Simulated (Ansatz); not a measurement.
The system is Ta3AsAu2O13.

```xyz
19
Lattice="6.4303 -1.9433 -0.0048 6.4303 1.9433 -0.0048 -2.5478 0.0000 10.6862" Properties=species:S:1:pos:R:3 pbc="T T T"
Ta    4.5247    0.0000    3.7670
Ta    6.0597    0.0000    7.2197
Ta    1.7990    0.0000   10.5616
As    7.9903    0.0000    0.0311
Au    8.3231    0.0000    3.7097
Au    2.3136    0.0000    6.7574
O     8.6038    0.0000    1.6474
O     6.3527    0.0000    3.6998
O     2.3873    0.0000    4.7518
O     2.1597    0.0000    8.7356
O     4.8024    0.0000    5.8862
O     8.0919    0.0000    6.6978
O     4.1996    0.0000    1.9509
O    10.3810    0.0000    3.9020
O     5.2563    0.0000    8.9247
O    -0.2078    0.0000    7.1659
O     6.2651    0.0000    0.3242
O    -0.3802    0.0000   10.5475
O     7.7751    0.0000   10.4897
```

The cell was built by a generator and needn't be a form met in nature.

```yaml
Program: Ansatz 0.2.0
Task: relaxation of cell and atoms
Functional: RPBE
Potentials_or_basis: Ansatz PAW
Cutoff: "420 eV (not typed: the program's choice for these potentials)"
k_mesh: 5 × 5 × 2
Occupations: fermi-dirac, width 0.05 eV
Spin: no spin polarisation
```

At the start: volume 14.05 Å³/atom.

Where does the relaxation end?

It ends after 14 steps and the volume is 14.50 Å³/atom (+3.2 %); space group Cm (No. 8, to 0.05 Å).

Step by step:
| step | energy change (eV) | largest force (eV/Å) | volume (Å³) |
| --- | --- | --- | --- |
| 1 | 0.0000 | 0.0981 | 267.03 |
| 2 | -0.0480 | 0.2055 | 273.62 |
| 3 | -0.0522 | 0.1093 | 273.77 |
| 4 | -0.0550 | 0.1001 | 274.10 |
| 5 | -0.0526 | 0.3605 | 274.99 |
| 6 | -0.0578 | 0.0566 | 274.87 |
| 7 | -0.0580 | 0.0231 | 274.89 |
| 8 | -0.0579 | 0.0132 | 274.96 |
| 9 | -0.0581 | 0.0155 | 274.91 |
| 10 | -0.0579 | 0.0049 | 274.97 |
| 11 | -0.0884 | 0.0057 | 274.97 |
| 12 | -0.0866 | 0.0153 | 275.63 |
| 13 | -0.0869 | 0.0089 | 275.55 |
| 14 | -0.0890 | 0.0089 | 275.55 |

Final structure:
```yaml
crystal:
  lattice:
    - [6.54012, -1.95277, -0.00468]
    - [6.54012, 1.95277, -0.00468]
    - [-2.59104, 0.00000, 10.78960]
  atoms:
    - { symbol: Ta, position: [0.42376, 0.42376, 0.35239] }
    - { symbol: Ta, position: [0.60279, 0.60279, 0.67486] }
    - { symbol: Ta, position: [0.33765, 0.33765, 0.98766] }
    - { symbol: As, position: [0.62011, 0.62011, 0.00256] }
    - { symbol: Au, position: [0.71677, 0.71677, 0.34811] }
    - { symbol: Au, position: [0.30149, 0.30149, 0.63191] }
    - { symbol: O, position: [0.69658, 0.69658, 0.15271] }
    - { symbol: O, position: [0.56359, 0.56359, 0.34991] }
    - { symbol: O, position: [0.27131, 0.27131, 0.44452] }
    - { symbol: O, position: [0.32750, 0.32750, 0.81716] }
    - { symbol: O, position: [0.48102, 0.48102, 0.55217] }
    - { symbol: O, position: [0.74973, 0.74973, 0.62799] }
    - { symbol: O, position: [0.36653, 0.36653, 0.18447] }
    - { symbol: O, position: [0.87991, 0.87991, 0.36643] }
    - { symbol: O, position: [0.57552, 0.57552, 0.83535] }
    - { symbol: O, position: [0.11424, 0.11424, 0.66975] }
    - { symbol: O, position: [0.49350, 0.49350, 0.02809] }
    - { symbol: O, position: [0.16860, 0.16860, 0.98755] }
    - { symbol: O, position: [0.80942, 0.80942, 0.98642] }
```

Caveat: the plane-wave basis is chosen anew once the cell has moved, so the energies of steps on either side of that aren't comparable; the pressure holds a Pulay correction of +0.5 GPa for the finite cutoff; the PAW data sets come from PBE, with cores solved anew for the run's functional, which leaves a small shift of forces and pressure.
